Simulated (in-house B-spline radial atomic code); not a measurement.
**Tb³⁺: density, ELF and screening along the radius**

Aim: the shell structure of Tb³⁺ in the radial density, the electron localisation function and the screened nuclear charge, under several settings.

The numbers are computed with in-house B-spline radial atomic code version 1 (several methods, spin-polarised, as named in each step; spherical all-electron atom at the radial basis limit), except any that are marked as measured or tabulated.

## (1) The atom as given

- element: terbium (Z = 65)
- charge: +3
- electrons: 62
- configuration: [Xe] 4f8
- nucleus: point (non-relativistic runs) or finite (X2C runs)

The outer shells:

[Xe] 4f8
```
[Xe] core
4f [↑↓][↑ ][↑ ][↑ ][↑ ][↑ ][↑ ]
```

Where spins are not typed, each open shell is filled with up spins first.

## (2) PBE, X2C, [Xe] 4f8

Settings of the run:

```ini
Z = 65
electrons = 62.0
configuration = [Xe] 4f8
hamiltonian = x2c
method = pbe,pbe
spin_polarised = True
nucleus = fermi
rms_radius = 5.06
mass_number = 159
atomic_mass = 158.925353707
speed_of_light = 137.035999084
```

On the command line:

```console
> python run_scf.py task.json out
```

One command runs all members of the session, one after another, from task.json.

Results of the run (chosen fields of its result record, rounded):

```text
{
  "status": "converged",
  "scf [iteration, energy, orbital gradient]": [
    [1, -11662.662082, 0.769],
    [2, -11674.3204505, 1.28],
    [3, -11705.7252686, 0.266],
    [4, -11706.7632198, 0.0805],
    [5, -11706.8875367, 0.0435],
    [6, -11706.9100321, 0.0115],
    [7, -11706.9149057, 0.00258],
    [8, -11706.915038, 0.000139],
    [9, -11706.9150383, 8.19e-06],
    [10, -11706.9150383, 3.53e-07]
  ],
  "energy [hartree]": {"total": -11706.9150383, "kinetic": 12809.3500047, "nuclear": -28759.7126868, "coulomb": 4502.2552144, "xc": -258.807570579},
  "orbitals [hartree, bohr; first row names the columns]": [
    ["name", "occ", "eps", "<r>", "<r^2>", "<1/r>", "r_max"],
    ["1s up", 1.0, -1901.7752, 0.020782, 0.00059866, 78.586, 0.012781],
    ["1s down", 1.0, -1901.7752, 0.020782, 0.00059866, 78.586, 0.012781],
    ["2s up", 1.0, -316.2229, 0.090821, 0.0098037, 18.158, 0.077367],
    ["2s down", 1.0, -316.22117, 0.090819, 0.0098033, 18.158, 0.077366],
    ["2p up", 3.0, -281.67477, 0.080443, 0.0079162, 15.956, 0.062326],
    ["2p down", 3.0, -281.67357, 0.080441, 0.0079159, 15.956, 0.062326],
    ["3s up", 1.0, -71.119148, 0.23908, 0.065454, 6.5195, 0.21999],
    ["3s down", 1.0, -71.031766, 0.23889, 0.065352, 6.5258, 0.2199],
    ["3p up", 3.0, -60.415712, 0.23767, 0.065571, 5.9129, 0.21573],
    ["3p down", 3.0, -60.32896, 0.23744, 0.065446, 5.9189, 0.21561],
    ["3d up", 5.0, -46.189838, 0.21667, 0.055171, 5.5548, 0.17645],
    ["3d down", 5.0, -46.123326, 0.2164, 0.055025, 5.5603, 0.17634],
    ["4s up", 1.0, -15.111432, 0.54112, 0.33071, 2.7013, 0.50517],
    ["4s down", 1.0, -14.913907, 0.54117, 0.33077, 2.7, 0.50506],
    ["4p up", 3.0, -11.570033, 0.57234, 0.37277, 2.433, 0.52678],
    ["4p down", 3.0, -11.374387, 0.57252, 0.37305, 2.4314, 0.52662],
    ["4d up", 5.0, -6.6441382, 0.62166, 0.44836, 2.1335, 0.54678],
    ["4d down", 5.0, -6.4510346, 0.62269, 0.45018, 2.13, 0.54661],
    ["5s up", 1.0, -2.844225, 1.2927, 1.876, 1.0392, 1.1673],
    ["5s down", 1.0, -2.7471125, 1.3108, 1.9295, 1.0209, 1.1792],
    ["5p up", 3.0, -1.9679622, 1.4919, 2.5148, 0.87783, 1.3159],
    ["5p down", 3.0, -1.8965515, 1.5189, 2.6071, 0.85857, 1.3345],
    ["4f up", 7.0, -1.3239004, 0.81698, 0.85822, 1.5883, 0.54959],
    ["4f down", 1.0, -1.1513749, 0.85058, 0.94849, 1.5515, 0.55214]
  ],
  "sum_r [bohr^k]": {"-1": 454.5898, "1": 33.71871, "2": 34.66213},
  "radius_at_0.001 [bohr]": 3.216,
  "radius_enclosing_fraction [bohr]": {"0.5": 0.3984, "0.9": 1.276, "0.99": 2.279},
  "slater [hartree]": {
    "F0(5p up,5p up)": 0.60332,
    "F2(5p up,5p up)": 0.32593,
    "F0(5p up,5p down)": 0.59796,
    "F2(5p up,5p down)": 0.32312,
    "F0(5p up,4f up)": 0.72271,
    "F2(5p up,4f up)": 0.25071,
    "G2(5p up,4f up)": 0.13029,
    "G4(5p up,4f up)": 0.10087,
    "F0(5p up,4f down)": 0.71676,
    "F2(5p up,4f down)": 0.25328,
    "F0(5p down,5p down)": 0.59277,
    "F2(5p down,5p down)": 0.32055,
    "F0(5p down,4f up)": 0.7121,
    "F2(5p down,4f up)": 0.24385,
    "F0(5p down,4f down)": 0.70638,
    "F2(5p down,4f down)": 0.24661,
    "G2(5p down,4f down)": 0.13385,
    "G4(5p down,4f down)": 0.10214,
    "F0(4f up,4f up)": 1.1381,
    "F2(4f up,4f up)": 0.53667,
    "F4(4f up,4f up)": 0.33582,
    "F6(4f up,4f up)": 0.24134,
    "F0(4f up,4f down)": 1.1189,
    "F2(4f up,4f down)": 0.52412,
    "F4(4f up,4f down)": 0.3273,
    "F6(4f up,4f down)": 0.23503,
    "F0(4f down,4f down)": 1.1003,
    "F2(4f down,4f down)": 0.51222,
    "F4(4f down,4f down)": 0.31926,
    "F6(4f down,4f down)": 0.22909
  }
}
```

Wall time 0.38 s (1 thread, shared host).

radius_at_0.001 is where the density falls to 0.001 electrons per bohr³.

The record's radial tables, every 2nd point:

```
r (bohr)  4πr²n (1/bohr)        ELF  screened charge r·V (e)  reduced gradient s  4πr²(n↑−n↓)
 0.00372           38.17     0.9988                    63.35              0.6423      0.00008
 0.00563           57.78     0.9972                    62.56              0.6132    0.0001199
 0.00852           77.78     0.9904                    61.43              0.6309    0.0001469
  0.0129           88.57     0.9484                    59.86              0.6922    0.0001336
  0.0196           83.10     0.6768                    57.70              0.7418      0.00006
  0.0296           76.34     0.3230                    54.82              0.5393   -0.0001480
  0.0449           96.14     0.5366                    50.91              0.2810    -0.001203
  0.0680           115.5     0.7416                    45.94              0.3959    -0.003501
   0.103           91.51     0.4070                    40.02              0.4691      0.02731
   0.156           96.51     0.5398                    33.14              0.2144       0.3586
   0.236           85.39     0.7000                    25.91              0.4871        1.868
   0.358           43.57     0.2394                    18.95              0.3186        5.245
   0.542           51.37     0.7261                    12.22              0.3126        7.537
   0.821           24.05     0.4156                    7.407              0.6244        5.545
    1.24           11.56     0.5020                    4.565              0.5232        2.234
    1.88           4.136     0.6037                    3.259               1.131       0.3482
    2.85          0.3654    0.09162                    3.013               3.655      0.01158
    4.32        0.004718  0.0002703                    3.000               21.09    0.0001024
```

## (3) Hartree-Fock, X2C, [Xe] 4f8

The settings differ from step 2 so:

```diff
@@ -4,3 +4,3 @@
 hamiltonian = x2c
-method = pbe,pbe
+method = hf
 spin_polarised = True
```

Results of the run:

```text
{
  "status": "converged",
  "iterations": 12,
  "energy [hartree]": {"total": -11703.0236238, "kinetic": 12806.1052917, "nuclear": -28759.5545855, "coulomb": 4504.9716735, "exact_exchange": -254.546003553},
  "orbitals [hartree, bohr; first row names the columns]": [
    ["name", "occ", "eps", "<r>"],
    ["1s up", 1.0, -1921.4072, 0.020776],
    ["1s down", 1.0, -1921.4074, 0.020776],
    ["2s up", 1.0, -323.98817, 0.090724],
    ["2s down", 1.0, -323.98523, 0.090721],
    ["2p up", 3.0, -288.29345, 0.080472],
    ["2p down", 3.0, -288.29165, 0.080468],
    ["3s up", 1.0, -74.782484, 0.23832],
    ["3s down", 1.0, -74.628363, 0.23799],
    ["3p up", 3.0, -63.514437, 0.23715],
    ["3p down", 3.0, -63.340747, 0.23669],
    ["3d up", 5.0, -48.551545, 0.21662],
    ["3d down", 5.0, -48.365534, 0.21585],
    ["4s up", 1.0, -16.843895, 0.54168],
    ["4s down", 1.0, -16.442763, 0.54114],
    ["4p up", 3.0, -13.040303, 0.57255],
    ["4p down", 3.0, -12.596841, 0.57223],
    ["4d up", 5.0, -7.6819487, 0.62329],
    ["4d down", 5.0, -7.1068777, 0.62444],
    ["5s up", 1.0, -3.2783943, 1.3111],
    ["5s down", 1.0, -3.1417114, 1.3361],
    ["5p up", 3.0, -2.2197275, 1.4988],
    ["5p down", 3.0, -2.1165685, 1.5373],
    ["4f up", 7.0, -1.7774644, 0.79062],
    ["4f down", 1.0, -1.4793492, 0.83491]
  ],
  "sum_r [bohr^k]": {"-1": 454.5732, "1": 33.64635, "2": 34.49161}
}
```

It took 0.68 s on 1 thread, shared host.

Fields along the radius, from the same record (one point in 4):

```
r (bohr)  4πr²n (1/bohr)     ELF  screened charge r·V (e)  reduced gradient s  4πr²(n↑−n↓)
 0.00373           38.24  0.9988                    63.35              0.6410     -0.00003
 0.00856           77.99  0.9904                    61.42              0.6308     -0.00006
  0.0197           82.97  0.6714                    57.67              0.7423   -0.0002923
  0.0451           96.46  0.5410                    50.86              0.2799    -0.003968
   0.104           90.83  0.3972                    39.87              0.4653     0.009100
   0.238           84.40  0.6959                    25.75              0.4957        1.939
   0.547           51.48  0.7288                    12.04              0.3164        7.868
    1.26           11.10  0.5086                    4.478              0.5347        2.050
    2.88          0.3333  0.1152                    3.011               3.865     -0.01346
```

## (4) M06-L, X2C, [Xe] 4f8

The settings differ from step 3 so:

```diff
@@ -4,3 +4,3 @@
 hamiltonian = x2c
-method = hf
+method = m06l
 spin_polarised = True
```

Results of the run:

```text
{
  "status": "converged",
  "warnings": ["states collapsed into the nucleus by a negative tau potential were left out of the aufbau"],
  "iterations": 12,
  "energy [hartree]": {"total": -11706.871662, "kinetic": 12807.6356618, "nuclear": -28759.1482289, "coulomb": 4503.51551114, "xc": -258.874605969},
  "orbitals [hartree, bohr; first row names the columns]": [
    ["name", "occ", "eps", "<r>"],
    ["1s up", 1.0, -1904.4244, 0.020783],
    ["1s down", 1.0, -1904.4244, 0.020783],
    ["2s up", 1.0, -317.63735, 0.090751],
    ["2s down", 1.0, -317.63499, 0.090749],
    ["2p up", 3.0, -282.66068, 0.080461],
    ["2p down", 3.0, -282.65883, 0.080459],
    ["3s up", 1.0, -71.848751, 0.23848],
    ["3s down", 1.0, -71.735412, 0.23823],
    ["3p up", 3.0, -60.929321, 0.23737],
    ["3p down", 3.0, -60.815281, 0.23706],
    ["3d up", 5.0, -46.477467, 0.21675],
    ["3d down", 5.0, -46.388127, 0.21639],
    ["4s up", 1.0, -15.466591, 0.54078],
    ["4s down", 1.0, -15.195774, 0.54098],
    ["4p up", 3.0, -11.833979, 0.57175],
    ["4p down", 3.0, -11.565559, 0.57222],
    ["4d up", 5.0, -6.776912, 0.62087],
    ["4d down", 5.0, -6.5113386, 0.62284],
    ["5s up", 1.0, -2.8576937, 1.2961],
    ["5s down", 1.0, -2.7539217, 1.3199],
    ["5p up", 3.0, -1.9664026, 1.4904],
    ["5p down", 3.0, -1.8932851, 1.5232],
    ["4f up", 7.0, -1.3310208, 0.80935],
    ["4f down", 1.0, -1.0963853, 0.8596]
  ],
  "sum_r [bohr^k]": {"-1": 454.5729, "1": 33.68581, "2": 34.55764}
}
```

Run time: 0.7 s. Hardware: 1 thread, shared host.

Meta-GGA runs start from a PBE run whose iterations are not counted.

Fields along the radius, from the same record (one point in 4):

```
r (bohr)  4πr²n (1/bohr)      ELF  screened charge r·V (e)  reduced gradient s  4πr²(n↑−n↓)
 0.00372           38.16   0.9988                    63.35              0.6415    0.0001566
 0.00853           77.85   0.9904                    61.43              0.6304    0.0002573
  0.0196           83.10   0.6768                    57.70              0.7430     -0.00009
  0.0449           96.09   0.5368                    50.91              0.2799    -0.001961
   0.103           91.35   0.4057                    40.02              0.4714      0.02370
   0.237           85.05   0.6987                    25.83              0.4920        1.912
   0.543           51.61   0.7280                    12.17              0.3102        7.685
    1.25           11.35   0.5088                    4.525              0.5258        2.135
    2.86          0.3344  0.08163                    3.011               4.136     0.001029
```

## (5) revTPSS, X2C, [Xe] 4f8

The settings differ from step 4 so:

```diff
@@ -4,3 +4,3 @@
 hamiltonian = x2c
-method = m06l
+method = revtpss,revtpss
 spin_polarised = True
```

Results of the run:

```text
{
  "status": "converged",
  "iterations": 9,
  "energy [hartree]": {"total": -11705.3448162, "kinetic": 12806.8930262, "nuclear": -28756.4763592, "coulomb": 4501.45011946, "xc": -257.211602575},
  "orbitals [hartree, bohr; first row names the columns]": [
    ["name", "occ", "eps", "<r>"],
    ["1s up", 1.0, -1903.2791, 0.020774],
    ["1s down", 1.0, -1903.2791, 0.020774],
    ["2s up", 1.0, -316.42929, 0.090795],
    ["2s down", 1.0, -316.42806, 0.090794],
    ["2p up", 3.0, -281.69554, 0.080457],
    ["2p down", 3.0, -281.69445, 0.080456],
    ["3s up", 1.0, -71.220109, 0.23895],
    ["3s down", 1.0, -71.149269, 0.23875],
    ["3p up", 3.0, -60.455469, 0.23765],
    ["3p down", 3.0, -60.379273, 0.23741],
    ["3d up", 5.0, -46.199747, 0.21671],
    ["3d down", 5.0, -46.134491, 0.21644],
    ["4s up", 1.0, -15.153468, 0.54123],
    ["4s down", 1.0, -14.964465, 0.54129],
    ["4p up", 3.0, -11.595306, 0.57254],
    ["4p down", 3.0, -11.403625, 0.57262],
    ["4d up", 5.0, -6.6540991, 0.6219],
    ["4d down", 5.0, -6.4554355, 0.62277],
    ["5s up", 1.0, -2.8602869, 1.2943],
    ["5s down", 1.0, -2.7590751, 1.3151],
    ["5p up", 3.0, -1.978792, 1.489],
    ["5p down", 3.0, -1.9045438, 1.5176],
    ["4f up", 7.0, -1.3199416, 0.8169],
    ["4f down", 1.0, -1.132406, 0.85234]
  ],
  "sum_r [bohr^k]": {"-1": 454.537, "1": 33.71573, "2": 34.62384}
}
```

Run time: 0.6 s. Hardware: 1 thread, shared host.

The record's radial tables, every 4th point:

```
r (bohr)  4πr²n (1/bohr)      ELF  screened charge r·V (e)  reduced gradient s  4πr²(n↑−n↓)
 0.00371           38.05   0.9988                    63.36              0.6421    0.0002345
 0.00852           77.81   0.9905                    61.43              0.6307    0.0004132
  0.0195           83.22   0.6828                    57.73              0.7428    0.0001746
  0.0448           95.94   0.5345                    50.93              0.2808   -0.0009829
   0.103           91.46   0.4067                    40.03              0.4693      0.02439
   0.236           85.39   0.7007                    25.91              0.4876        1.865
   0.541           51.45   0.7262                    12.25              0.3110        7.536
    1.24           11.59   0.5034                    4.564              0.5215        2.240
    2.85          0.3551  0.08706                    3.012               3.724     0.009967
```

## (6) Hartree-Fock, X2C, [Xe] 4f7 6d1

The settings differ from step 5 so:

```diff
@@ -2,5 +2,5 @@
 electrons = 62.0
-configuration = [Xe] 4f8
+configuration = [Xe] 4f7 6d1
 hamiltonian = x2c
-method = revtpss,revtpss
+method = hf
 spin_polarised = True
```

Results of the run:

```text
{
  "status": "converged",
  "iterations": 12,
  "energy [hartree]": {"total": -11702.2827606, "kinetic": 12805.7140068, "nuclear": -28725.5205632, "coulomb": 4472.08947458, "exact_exchange": -254.565678739},
  "orbitals [hartree, bohr; first row names the columns]": [
    ["name", "occ", "eps", "<r>"],
    ["1s up", 1.0, -1921.9398, 0.020776],
    ["1s down", 1.0, -1921.94, 0.020776],
    ["2s up", 1.0, -324.55103, 0.090728],
    ["2s down", 1.0, -324.54622, 0.090724],
    ["2p up", 3.0, -288.8524, 0.080476],
    ["2p down", 3.0, -288.84898, 0.080471],
    ["3s up", 1.0, -75.401202, 0.23837],
    ["3s down", 1.0, -75.210331, 0.23797],
    ["3p up", 3.0, -64.133895, 0.23722],
    ["3p down", 3.0, -63.918823, 0.23665],
    ["3d up", 5.0, -49.166807, 0.21672],
    ["3d down", 5.0, -48.935882, 0.21577],
    ["4s up", 1.0, -17.464428, 0.54058],
    ["4s down", 1.0, -16.977489, 0.5401],
    ["4p up", 3.0, -13.652814, 0.57081],
    ["4p down", 3.0, -13.116315, 0.57069],
    ["4d up", 5.0, -8.2821188, 0.61925],
    ["4d down", 5.0, -7.5894382, 0.62121],
    ["5s up", 1.0, -3.6872154, 1.2789],
    ["5s down", 1.0, -3.5259834, 1.3046],
    ["5p up", 3.0, -2.580982, 1.444],
    ["5p down", 3.0, -2.4553692, 1.4823],
    ["4f up", 7.0, -2.3440918, 0.75449],
    ["6d up", 1.0, -0.55665639, 4.8172]
  ],
  "sum_r [bohr^k]": {"-1": 454.0504, "1": 36.93489, "2": 57.46441}
}
```

It took 0.71 s on 1 thread, shared host.

Fields along the radius, from the same record (one point in 4):

```
r (bohr)  4πr²n (1/bohr)       ELF  screened charge r·V (e)  reduced gradient s  4πr²(n↑−n↓)
 0.00499           51.71    0.9979                    62.83              0.6160   -0.0001001
  0.0126           88.44    0.9539                    59.97              0.6877   -0.0002122
  0.0320           77.59    0.3180                    54.18              0.4684    -0.001512
  0.0809           108.7    0.6611                    43.62              0.4720    -0.007234
   0.205           99.55    0.7438                    28.44              0.3602        1.426
   0.518           52.16    0.7211                    13.16              0.2729        9.575
    1.31           10.31    0.5916                    4.783              0.5688        1.948
    3.32          0.1760  0.002078                    3.292              0.4618       0.1186
    8.40         0.02043  0.007481                    3.001               7.703      0.02043
```

## (7) Results

| run | total energy (hartree) | highest level (eV) | radius holding 50 / 90 / 99 % (bohr) | radius at n = 0.001 (bohr) | ELF minima on the full grid (bohr) |
| --- | --- | --- | --- | --- | --- |
| PBE, X2C, [Xe] 4f8 | -11706.9150 | -31.331 | 0.398 / 1.28 / 2.28 | 3.22 | 0.030, 0.13, 0.36, 1.0 |
| Hartree-Fock, X2C, [Xe] 4f8 | -11703.0236 | -40.255 | 0.399 / 1.27 / 2.28 | 3.21 | 0.030, 0.13, 0.36, 1.0 |
| M06-L, X2C, [Xe] 4f8 | -11706.8717 | -29.834 | 0.399 / 1.27 / 2.27 | 3.17 | 0.030, 0.13, 0.36, 1.0 |
| revTPSS, X2C, [Xe] 4f8 | -11705.3448 | -30.814 | 0.399 / 1.28 / 2.27 | 3.21 | 0.030, 0.13, 0.36, 1.0 |
| Hartree-Fock, X2C, [Xe] 4f7 6d1 | -11702.2828 | -15.147 | 0.399 / 1.31 / 4.42 | 4.84 | 0.032, 0.13, 0.33, 1.0, 3.3 |

**Reading.** In the first run ELF has 4 minima on the grid, which mark the borders between shells. On the record's full grid the screened charge (r times the electrostatic potential) falls from 64.9 near the nucleus to 3.00 at 5.3 bohr; far out it tends to the net charge, 3. The radius that holds 99 % of the electrons runs from 2.27 bohr (revTPSS, X2C, [Xe] 4f8) to 4.42 bohr (Hartree-Fock, X2C, [Xe] 4f7 6d1). The grid is coarse (about 23 % a step), so the places of minima are rough. For X2C runs ELF uses the non-relativistic kinetic energy density, and the fields carry no picture-change correction.
